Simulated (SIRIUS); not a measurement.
Write the native input for SIRIUS 7.10.0 that does the following.

* Task: single point
* Functional: PBEsol
* Potentials or basis: PseudoDojo 0.4.1 PBEsol standard (scalar relativistic)
* Cutoff: 1152 eV
* Density cutoff: 4606 eV
* k mesh: 11 × 11 × 11
* Occupations: fermi-dirac, width 0.05 eV
* Spin: no spin polarisation
* Libxc names: ["XC_GGA_X_PBE_SOL", "XC_GGA_C_PBE_SOL"]
* Energy tol: 1e-08 Ha
* Density tol: 1e-06
* Mixer: anderson
* Mixing beta: 0.7
* Max scf: 100
* Radial cutoff for the potentials' integrals: 6.5 bohr

The system is TiC.

```xyz
2
Lattice="0.0000 2.1657 2.1657 2.1657 0.0000 2.1657 2.1657 2.1657 0.0000" Properties=species:S:1:pos:R:3 pbc="T T T"
Ti    0.0000    0.0000    0.0000
C     2.1657    2.1657    2.1657
```

The cell is a database's computed one.

The input as run:

sirius.json

```json
{
  "control": {
    "processing_unit": "cpu",
    "verbosity": 2,
    "num_bands_to_print": 15,
    "print_forces": true,
    "print_stress": true
  },
  "parameters": {
    "electronic_structure_method": "pseudopotential",
    "xc_functionals": ["XC_GGA_X_PBE_SOL", "XC_GGA_C_PBE_SOL"],
    "gk_cutoff": 9.2,
    "pw_cutoff": 18.4,
    "ngridk": [11, 11, 11],
    "shiftk": [0, 0, 0],
    "smearing": "fermi_dirac",
    "smearing_width": 0.0018374661,
    "num_bands": 15,
    "num_mag_dims": 0,
    "num_dft_iter": 100,
    "energy_tol": 1e-08,
    "density_tol": 1e-06
  },
  "iterative_solver": {
    "type": "davidson",
    "min_tolerance": 1e-09,
    "tolerance_scale": [0.1, 0.25]
  },
  "mixer": {
    "type": "anderson",
    "beta": 0.7,
    "max_history": 8
  },
  "settings": {
    "tol_ne": 1e-10,
    "pseudo_grid_cutoff": 6.5
  },
  "unit_cell": {
    "lattice_vectors": [
      [0.0, 4.092615477534, 4.092615477534],
      [4.092615477534, 0.0, 4.092615477534],
      [4.092615477534, 4.092615477534, 0.0]
    ],
    "atom_coordinate_units": "lattice",
    "atom_types": ["Ti", "C"],
    "atom_files": {
      "C": "C.json",
      "Ti": "Ti.json"
    },
    "atoms": {
      "Ti": [
        [0.0, 0.0, 0.0]
      ],
      "C": [
        [0.5, 0.5, 0.5]
      ]
    }
  }
}
```

Potentials or basis: PseudoDojo 0.4.1 PBEsol standard (scalar relativistic).

Launch:

```bash
$ upf_to_json C.upf
$ upf_to_json Ti.upf
$ OMP_NUM_THREADS=1 sirius.scf --input=sirius.json --output=out.json --task=0
```

Results of the run:

```json
{
  "Pressure": "-6.5 GPa",
  "Band gap on the k mesh": "none (metal or under the smearing width)"
}
```

Run time: 35 s on 1 thread of Arm Neoverse V1 (shared host), peak memory 0.32 GiB.
